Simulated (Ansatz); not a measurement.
# One shape, several levels: quartet C2H4NOSi

Aim: a comparison of 6 runs (UB3LYP/6-31G*, U-revPBE/def2-SVP, UB2PLYP/def2-SVP, UB3LYP/def2-SVP, UPBE0/def2-SVP) of quartet C2H4NOSi. 

Program for the calculation: Ansatz 0.2.0.

104 further runs of the same task are left out: 104 set aside as unsound or not needed.

### Step 1. The structure to begin with

C2H4NOSi: 9 atoms, total charge 0, spin state quartet. SMILES of the parent species: `C[SiH]N=C=O`. Geometry: relaxed at PBE0-D4/def2-TZVP. This is one conformer, not always the lowest. That shape belongs to the parent species and isn't relaxed for this state.

Bond lengths: C1–Si2 1.865 Å, Si2–N3 1.715 Å, N3–C4 1.195 Å, C4–O5 1.166 Å, C1–H6 1.094 Å, C1–H7 1.091 Å, C1–H8 1.092 Å, Si2–H9 1.490 Å. Some angles: C1–Si2–N3 109.4°, Si2–N3–C4 161.1°, N3–C4–O5 178.3°, C1–Si2–H9 111.9°, N3–Si2–H9 107.3°, Si2–C1–H6 110.2°, Si2–C1–H7 111.1°, Si2–C1–H8 110.1°, H6–C1–H7 108.5°, H6–C1–H8 108.5°.

### Step 2. A single-point energy at UB3LYP/6-31G(d) (spherical functions) (run 1)

File input.yaml:

```yaml
crystal:
  periodic: [false, false, false]
  atoms:
    - {symbol: C, position_ang: [-0.230800, 0.936500, 1.233300]}
    - {symbol: Si, position_ang: [-0.019100, 0.717300, -0.606900]}
    - {symbol: N, position_ang: [0.147000, -0.951200, -0.966600]}
    - {symbol: C, position_ang: [-0.027700, -2.022300, -1.465700]}
    - {symbol: O, position_ang: [-0.174100, -3.081100, -1.930900]}
    - {symbol: H, position_ang: [0.625000, 0.510600, 1.765400]}
    - {symbol: H, position_ang: [-1.138100, 0.442600, 1.585600]}
    - {symbol: H, position_ang: [-0.298200, 1.998600, 1.479400]}
    - {symbol: H, position_ang: [1.204500, 1.402700, -1.110500]}
basis:
  gaussian:
    orbitals: 6-31G_st_-spherical.json
accuracy: high
hamiltonian:
  xc: {name: B3LYP}
output: {orbitals: {seedname: orbitals}}
magnetization:
  spin_polarized: true
  initial_magnetization: 3
```

The basis set 6-31G* is read from a file made from the Basis Set Exchange's data (not shown).

Command:

```bash
$ ansatz run input.yaml --threads 1 --pin off --max-ram 3480MiB --events-out events.jsonl --progress --plain --runs-dir runs
```

The log of the run:

```text
Warning: RAYON_NUM_THREADS=1 ignored (pool sized by the plan → 1); use --threads N
Functional definition: B3LYP
  name "B3LYP"
  parameter a0 = 0.2
  parameter ax = 0.72
  parameter ac = 0.81
  exchange = (1 - a0 - ax)*slater_x + ax*b88_x + a0*exact_x
  correlation = (1 - ac)*vwn_rpa_c + ac*lyp_c
1822 factors; integrals over basis functions are off by at most 4.8e-9 eV
mean field evaluation 1: about -13538.0969 eV, gradient 4.2e1 eV
mean field evaluation 2: about -13515.5500 eV, gradient 7.2e1 eV
mean field evaluation 4: about -13546.2606 eV, gradient 6.4e0 eV
mean field evaluation 8: about -13546.5316 eV, gradient 9.2e-1 eV
mean field evaluation 16: about -13546.7781 eV, gradient 2.4e-2 eV
mean field evaluation 32: about -13546.7783 eV, gradient 4.5e-4 eV
mean field evaluation 64: about -13546.7753 eV, gradient 3.5e-1 eV
mean field -13546.77833488 eV, -497.8349214709 hartree, gradient 2.7e-8 eV, S^2 3.756044; 6 other end points of the search recorded, 0 dependent functions left out
reference -13546.77837224 eV, -497.8349228436 hartree; 24, 21 occupied and 58, 61 virtual orbitals, 1822 factors
Total energy: -13546.77837224 eV, -497.8349228436 hartree
```

Wall time 41 s (1 thread of Arm Neoverse V1, shared host); peak memory 0.39 GiB.

### Step 3. A single-point energy at UB3LYP/6-31G(d) (Cartesian functions) (run 2)

File in.yaml:

```yaml
crystal:
  periodic: [false, false, false]
  atoms:
    - {symbol: C, position_ang: [-0.230800, 0.936500, 1.233300]}
    - {symbol: Si, position_ang: [-0.019100, 0.717300, -0.606900]}
    - {symbol: N, position_ang: [0.147000, -0.951200, -0.966600]}
    - {symbol: C, position_ang: [-0.027700, -2.022300, -1.465700]}
    - {symbol: O, position_ang: [-0.174100, -3.081100, -1.930900]}
    - {symbol: H, position_ang: [0.625000, 0.510600, 1.765400]}
    - {symbol: H, position_ang: [-1.138100, 0.442600, 1.585600]}
    - {symbol: H, position_ang: [-0.298200, 1.998600, 1.479400]}
    - {symbol: H, position_ang: [1.204500, 1.402700, -1.110500]}
basis:
  gaussian:
    orbitals: "6-31G*"
magnetization:
  spin_polarized: true
  initial_magnetization: 3
hamiltonian:
  xc: {name: B3LYP}
accuracy: high
output: {orbitals: {seedname: orbitals}}
```

Command:

```bash
$ ansatz run in.yaml --threads 1 --pin off --max-ram 3480MiB --events-out events.jsonl --progress --plain --runs-dir runs
```

The log of the run, shortened:

```text
Warning: RAYON_NUM_THREADS=1 ignored (pool sized by the plan → 1); use --threads N
[... 7 set-up lines as earlier in the session ...]
1862 factors; integrals over basis functions are off by at most 4.1e-9 eV
mean field evaluation 1: about -13538.2870 eV, gradient 4.3e1 eV
mean field evaluation 2: about -13515.4489 eV, gradient 7.3e1 eV
mean field evaluation 4: about -13546.5106 eV, gradient 6.4e0 eV
mean field evaluation 8: about -13546.7800 eV, gradient 9.3e-1 eV
mean field evaluation 16: about -13546.9297 eV, gradient 2.3e-2 eV
mean field evaluation 32: about -13546.9299 eV, gradient 4.6e-4 eV
mean field evaluation 64: about -13546.8764 eV, gradient 6.2e-1 eV
mean field -13546.92988133 eV, -497.8404906998 hartree, gradient 5.8e-8 eV, S^2 3.756044; 6 other end points of the search recorded, 0 dependent functions left out
reference -13546.92991867 eV, -497.8404920722 hartree; 24, 21 occupied and 63, 66 virtual orbitals, 1862 factors
Total energy: -13546.92991867 eV, -497.8404920722 hartree
```

Run time: 43 s. Hardware: 1 thread of Arm Neoverse V1, shared host; peak memory 0.4 GiB.

Runs 3 to 5 aren't shown in full; the table further down has their settings and results.

### Step 4. The energy at UPBE0/def2-SVP (run 6)

File input.yaml:

```yaml
crystal:
  periodic: [false, false, false]
  atoms:
    - symbol: C
      position_ang: [-0.230800, 0.936500, 1.233300]
    - symbol: Si
      position_ang: [-0.019100, 0.717300, -0.606900]
    - symbol: "N"
      position_ang: [0.147000, -0.951200, -0.966600]
    - symbol: C
      position_ang: [-0.027700, -2.022300, -1.465700]
    - symbol: O
      position_ang: [-0.174100, -3.081100, -1.930900]
    - symbol: H
      position_ang: [0.625000, 0.510600, 1.765400]
    - symbol: H
      position_ang: [-1.138100, 0.442600, 1.585600]
    - symbol: H
      position_ang: [-0.298200, 1.998600, 1.479400]
    - symbol: H
      position_ang: [1.204500, 1.402700, -1.110500]
basis:
  gaussian: {orbitals: def2-SVP}
magnetization: {spin_polarized: true, initial_magnetization: 3}
hamiltonian: {xc: pbe0}
accuracy: high
output: {orbitals: {seedname: orbitals}}
```

Command:

```bash
$ ansatz run input.yaml --threads 1 --pin off --max-ram 3480MiB --events-out events.jsonl --progress --plain --runs-dir runs
```

The log of the run:

```text
Warning: RAYON_NUM_THREADS=1 ignored (pool sized by the plan → 1); use --threads N
Functional definition: PBE0
  name "PBE0"
  parameter a = 0.25
  parameter kappa = 0.804
  parameter beta = 0.06672455060314922
  exchange = (1 - a)*pbe_x(kappa = kappa, mu = beta*pi^2/3) + a*exact_x
  correlation = pbe_c(beta = beta)
2091 factors; integrals over basis functions are off by at most 3.8e-9 eV
mean field evaluation 1: about -13522.9968 eV, gradient 3.9e1 eV
mean field evaluation 2: about -13509.9787 eV, gradient 6.0e1 eV
mean field evaluation 4: about -13530.0725 eV, gradient 5.3e0 eV
mean field evaluation 8: about -13530.5456 eV, gradient 1.0e0 eV
mean field evaluation 16: about -13530.5641 eV, gradient 2.9e-2 eV
mean field evaluation 32: about -13530.5645 eV, gradient 4.6e-4 eV
mean field evaluation 64: about -13530.5645 eV, gradient 3.8e-8 eV
mean field -13530.56453523 eV, -497.2390753238 hartree, gradient 3.8e-8 eV, S^2 3.756733; 6 other end points of the search recorded, 0 dependent functions left out
reference -13530.56453763 eV, -497.2390754120 hartree; 24, 21 occupied and 70, 73 virtual orbitals, 2091 factors
Total energy: -13530.56453763 eV, -497.2390754120 hartree
```

It took 47 s on 1 thread of Arm Neoverse V1, shared host; peak memory 0.46 GiB.

### Step 5. The series

| run | level | Cartesian functions | frozen core orbitals | energy (Eh) | HOMO energy (eV) | ⟨S²⟩ | wall time |
| --- | --- | --- | --- | --- | --- | --- | --- |
| 1 | UB3LYP/6-31G* (spherical functions) | no | – | -497.834923 | -1.36 | 3.756 | 41 s |
| 2 | UB3LYP/6-31G* (Cartesian functions) | yes | – | -497.840492 | -1.36 | 3.756 | 43 s |
| 3 | U-revPBE/def2-SVP | no | – | -497.489687 | -0.64 | 3.753 | 26 s |
| 4 | UB2PLYP/def2-SVP | no | 9 | -497.251510 | -2.83 | 3.763 | 50 s |
| 5 | UB3LYP/def2-SVP | no | – | -497.616133 | -1.49 | 3.756 | 37 s |
| 6 | UPBE0/def2-SVP | no | – | -497.239075 | -1.74 | 3.757 | 47 s |

### Step 6. Outcome

| quantity | value |
| --- | --- |
| run 6: total energy | -497.23908 Eh |
| run 6: HOMO energy (highest over α and β) | -1.74 eV |
| run 6: ⟨S²⟩ | 3.757 |

In words: Totals of different functionals can't be ranked against each other. All runs together took 4.1 min, the longest 50 s.
